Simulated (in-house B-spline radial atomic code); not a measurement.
# Sr⁵⁺: ionisation energy by several methods

Aim: the ionisation energy of Sr⁵⁺ by several methods, each as the difference of two self-consistent energies (Sr⁵⁺ and the next ion, [Ar] 3d10 4s2 4p2).

Program: in-house B-spline radial atomic code version 1. Level of theory: scalar-relativistic (X2C), several functionals, spin-polarised, exact exchange averaged over the configuration; spherical all-electron atom at the radial basis limit. These are calculated values, not measurements, unless marked.

## Step 1: The atom as given

| Property | Result |
| --- | --- |
| element | strontium (Z = 38) |
| charge | +5 |
| electrons | 33 |
| configuration | [Ar] 3d10 4s2 4p3 |
| nucleus | Fermi, rms radius 4.224 fm |

The outer shells:

[Ar] 3d10 4s2 4p3
```
[Ar] core
3d [↑↓][↑↓][↑↓][↑↓][↑↓]
4s [↑↓]
4p [↑ ][↑ ][↑ ]
```

Where spins are not typed, each open shell is filled with up spins first.

## Step 2: ωB97X, a range-separated hybrid

Input settings:

```ini
Z = 38
electrons = 33.0
configuration = [Ar] 3d10 4s2 4p3
hamiltonian = x2c
method = wb97x
spin_polarised = True
nucleus = fermi
rms_radius = 4.224
mass_number = 88
atomic_mass = 87.905612253
speed_of_light = 137.035999084
exact_exchange = averaged over the configuration
```

Command:

```
$ python run_scf.py task.json out
```

The settings of every run stand in task.json; they run in order.

## Step 3: CAM-B3LYP, a range-separated hybrid

Settings: those of step 2 with these lines changed.

```diff
@@ -4,3 +4,3 @@
 hamiltonian = x2c
-method = wb97x
+method = camb3lyp
 spin_polarised = True
```

## Step 4: PBE0, a global hybrid

Settings: those of step 3 with these lines changed.

```diff
@@ -4,3 +4,3 @@
 hamiltonian = x2c
-method = camb3lyp
+method = pbe0
 spin_polarised = True
```

## Step 5: BHandHLYP, a global hybrid

Settings: those of step 4 with these lines changed.

```diff
@@ -4,3 +4,3 @@
 hamiltonian = x2c
-method = pbe0
+method = bhandhlyp
 spin_polarised = True
```

## Step 6: LC-ωPBE, a range-separated hybrid

Settings: those of step 5 with these lines changed.

```diff
@@ -4,3 +4,3 @@
 hamiltonian = x2c
-method = bhandhlyp
+method = lc_wpbe
 spin_polarised = True
```

Q: The tabulated ionisation energy is 88 ± 2 eV (tabulated theoretical; NIST Atomic Spectra Database). What does each method give, and which comes nearest?

As calculated:

| method | rung | total energy (hartree) | ΔSCF (eV) | −ε highest (eV) | ΔSCF less tabulated (eV) |
| --- | --- | --- | --- | --- | --- |
| PBE0 | global hybrid | -3172.1303 | 89.316 | 83.658 (4p up) | +1.316 |
| BHandHLYP | global hybrid | -3172.4452 | 89.180 | 85.489 (4p up) | +1.180 |
| ωB97X | range-separated hybrid | -3172.5322 | 89.000 | 86.076 (4p up) | +1.000 |
| CAM-B3LYP | range-separated hybrid | -3172.6113 | 89.162 | 84.977 (4p up) | +1.162 |
| LC-ωPBE | range-separated hybrid | -3172.0867 | 89.257 | 86.610 (4p up) | +1.257 |

Against the tabulated ionisation energy, 88 ± 2 eV (tabulated theoretical; NIST Atomic Spectra Database), the best here is ωB97X (+1.000 eV) and the worst PBE0 (+1.316 eV, or 1.5 %). The table's own uncertainty is as large as these misses, so the order means little. All methods miss on the same side by much the same amount, which points to something that they share. Relativistic terms that these runs lack can be as large as the gaps between close methods, so the nearest may be so by luck. Spin-orbit coupling is left out. Open shells are averaged (over orientations, and over spins where the run is restricted), while tables refer to the lowest levels.
